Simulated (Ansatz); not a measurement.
**Na (bcc type): how the settings move a single-point run**

Question: which choices in the input matter for Na (bcc type)?

Computed with Ansatz 0.2.0 (reference: DFT, PBEsol, PAW with Ansatz's default frozen-core files, scalar-relativistic, unless a step's input says otherwise).

## (1) Starting point

It takes space group Im-3m (No. 229, cubic). Conventional cell: a = 3.871 Å, b = 3.871 Å, c = 3.871 Å, α = 90.00°, β = 90.00°, γ = 90.00°. Na (site symmetry m-3m) is surrounded by 8 Na at 3.35 Å.

As a file:

```
CELL_PARAMETERS angstrom
-1.93535 1.93535 1.93535
1.93535 -1.93535 1.93535
1.93535 1.93535 -1.93535
ATOMIC_POSITIONS crystal
Na 0.00000 0.00000 0.00000
```

## (2) Baseline

input.yaml

```yaml
crystal:
  lattice:
    - [-1.9353493305, 1.9353493305, 1.9353493305]
    - [1.9353493305, -1.9353493305, 1.9353493305]
    - [1.9353493305, 1.9353493305, -1.9353493305]
  atoms:
    - { symbol: Na, position: [0.0, 0.0, 0.0] }
kpoints:
  mp_grid: { grid: [13, 13, 13] }
scf:
  occupations: { method: fermi_dirac, width: 0.05 }
hamiltonian:
  xc: pbesol
  pseudopotentials: { kind: paw }
output:
  forces: true
  stress: true
  eigenvalues: true
  populations: true
```

Launch:

```bash
ansatz run input.yaml --threads 1 --pin off --max-ram 2048MiB --backend cpu --events-out ev --progress --plain --runs-dir out
```

## (3) Changed: dr2_threshold 1.0e-08, eigensolver.kind davidson

Edit input.yaml of step 2 so:

```diff
@@ -11,2 +11,4 @@
   occupations: { method: fermi_dirac, width: 0.05 }
+  convergence: { dr2_threshold: 1.0e-08 }
+  eigensolver: { kind: davidson }
 hamiltonian:
@@ -19 +21,5 @@
   populations: true
+  write_density: true
+  write_potential: true
+  elf: true
+  volumetric_format: npy
```

**Question.** What will these runs give? Wanted: for each run, ending; energy change; pressure; gap; force.

As calculated:

| run | ending | energy change | pressure (GPa) | gap (eV) | force (eV/Å) | cycles | time |
| --- | --- | --- | --- | --- | --- | --- | --- |
| reference | converged | 0 | 2.7 | 0.00 | 0.00 | 6 | 0.8 s |
| 1: dr2_threshold 1.0e-08, eigensolver.kind davidson | converged | 0.0 meV/atom | 2.7 | 0.00 | 0.00 | 6 | 0.95 s |

Times don't compare one to one where runs were asked for different outputs or read a saved state (see the inputs); cycles may leave out searches for a lower state.

Residual by cycle in the longest SCF loop of each run; runs are numbered as in the table. The quantity is the density residual dr2, in eV.

| cycle | reference | run 1 |
| --- | --- | --- |
| 1 | 5.3e-4 | 5.6e-4 |
| 2 | 9.2e-6 | 6.7e-6 |
| 3 | 6.6e-7 | 7.4e-7 |
| 4 | 1.2e-8 | 3.1e-10 |
| 5 | 3.5e-10 | 3.4e-11 |
| 6 | 2.3e-13 | 7.7e-13 |

Energy and cycle count are those of the reference, so the change (convergence setting and solver) left the result and the number of cycles as they were.
